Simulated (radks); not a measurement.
**K⁺ in [He] 2s2 2p4 3s2 3p6 4f2: an all-electron calculation**

An exercise on one series of results from a longer session: the logs are not shown, and one member is left open.

Program: radks (a radial shooting solver on a logarithmic mesh, Libxc functionals) version 1. Level of theory: non-relativistic Kohn-Sham, PBE, spin-polarised, spherical densities, point nucleus; open shells are filled with parallel spins first. These are calculated values, not measurements, unless marked.

## The system

| Item | Value |
| --- | --- |
| element | potassium (Z = 19) |
| charge | +1 |
| electrons | 18 |
| configuration | [He] 2s2 2p4 3s2 3p6 4f2 |

The outer shells:

K⁺
```
[He] core
2s [↑↓]
2p [↑↓][↑ ][↑ ]
3s [↑↓]
3p [↑↓][↑↓][↑↓]
4f [↑ ][↑ ][  ][  ][  ][  ][  ]
```

The first run:

Settings of this run:

```text
Z 19
configuration [He] 2s2 2p4 3s2 3p6 4f2
relativity non-relativistic
functional pbe,pbe
spin polarised
nucleus point
```

One table of the session follows, with a row left open; its other results are not shown here.

It belongs to the step «Shells». Sizes of the orbitals, from the radial functions (bohr):

```
  level      <r>  outermost maximum (interpolated)  90 % within  nodes
  1s up  0.08150                            0.0535        0.145      0
1s down  0.08140                            0.0535        0.145      0
  2s up   0.3750                             0.313        0.581      1
2s down   0.3774                             0.314        0.585      1
  2p up   0.3320                             0.254        0.543      0
2p down   0.3350                             0.256        0.549      0
  3s up    1.117                             0.981         1.66      2
3s down    1.125                             0.988         1.67      2
  3p up    1.166                             0.997         1.77      1
3p down    1.179                              1.01         1.79      1
  4f up        ?                                 ?            ?      ?
```

**Question.** Estimate the row for 4f up.

**Answer.** <r>: 6.484; outermost maximum (interpolated): 5.84; 90 % within: 9.43; nodes: 0. In the column «<r>» it is the highest.
